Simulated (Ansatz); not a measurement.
# In2SnTe2: the cost of one run

Method: DFT PBE, scalar-relativistic, plane waves, PAW, in Ansatz 0.2.0.

## Step 1: The system as given

Symmetry: P-3m1, No. 164, trigonal system. Conventional cell: a = 4.474 Å, b = 4.474 Å, c = 9.810 Å, α = 90.00°, β = 90.00°, γ = 120.00°. In (site symmetry 3m) has 3 Te at 3.18 Å and 3 In at 3.49 Å as nearest neighbours. Sn (site symmetry -3m) has 6 Te at 3.19 Å as nearest neighbours. Te (site symmetry 3m) is surrounded by 3 In at 3.18 Å and 3 Sn at 3.19 Å.

As a file:

```
CELL_PARAMETERS angstrom
4.47383 0.00000 0.00000
-2.23692 3.87445 0.00000
0.00000 0.00000 9.80979
ATOMIC_POSITIONS crystal
In 0.66667 0.33333 0.61966
In 0.33333 0.66667 0.38034
Sn 0.00000 0.00000 0.00000
Te 0.66667 0.33333 0.19104
Te 0.33333 0.66667 0.80896
```

It is the end of an earlier relaxation with the same method, from a generated guess; it needn't be the stable form of this composition. At a tolerance of 0.05 Å it has space group P-3m1 (No. 164); it has 34.01 Å³/atom, an uncorrected energy of -0.22 eV/atom over the elements.

## Step 2: Electronic structure at the relaxed geometry

The input, input.yaml:

```yaml
crystal:
  lattice:
    - [4.473833198, 0.0, 0.0]
    - [-2.236916599, 3.8744532017, 0.0]
    - [0.0, 0.0, 9.8097852]
  atoms:
    - { symbol: In, position: [0.6666666667, 0.3333333333, 0.619656] }
    - { symbol: In, position: [0.3333333333, 0.6666666667, 0.380344] }
    - { symbol: Sn, position: [0.0, 0.0, 0.0] }
    - { symbol: Te, position: [0.6666666667, 0.3333333333, 0.191044] }
    - { symbol: Te, position: [0.3333333333, 0.6666666667, 0.808956] }
basis:
  ecutwfc: 420
kpoints:
  mp_grid: { grid: [12, 12, 4] }
  band_path:
    path:
      - [[0.0, 0.0, 0.0], [0.5, 0.0, 0.0], [0.33333333, 0.33333333, 0.0], [0.0, 0.0, 0.0], [0.0, 0.0, 0.5], [0.5, 0.0, 0.5], [0.33333333, 0.33333333, 0.5], [0.0, 0.0, 0.5]]
      - [[0.5, 0.0, 0.5], [0.5, 0.0, 0.0]]
      - [[0.33333333, 0.33333333, 0.5], [0.33333333, 0.33333333, 0.0]]
    npoints: 14
hamiltonian:
  xc: pbe
scf:
  occupations: { method: gaussian, width: 0.1 }
  n_extra_bands: 12
output:
  forces: true
  stress: true
  eigenvalues: true
  populations: true
  dos: { projected: true, de: 0.02, nscf_kmesh: { grid: [15, 15, 5] } }
  bader: true
  write_density: true
  write_potential: true
  elf: true
  volumetric_format: npy
```

Launch:

```sh
ansatz run input.yaml --threads 1 --pin off --max-ram 3072MiB --backend cpu --events-out ev --progress --plain --runs-dir out
```

What time and memory should one allow on 1 thread of Intel Xeon Platinum 8259CL at 2.50GHz (Skylake/Cascade Lake), shared host?

About 2.9 min, with a peak of 0.93 GiB.
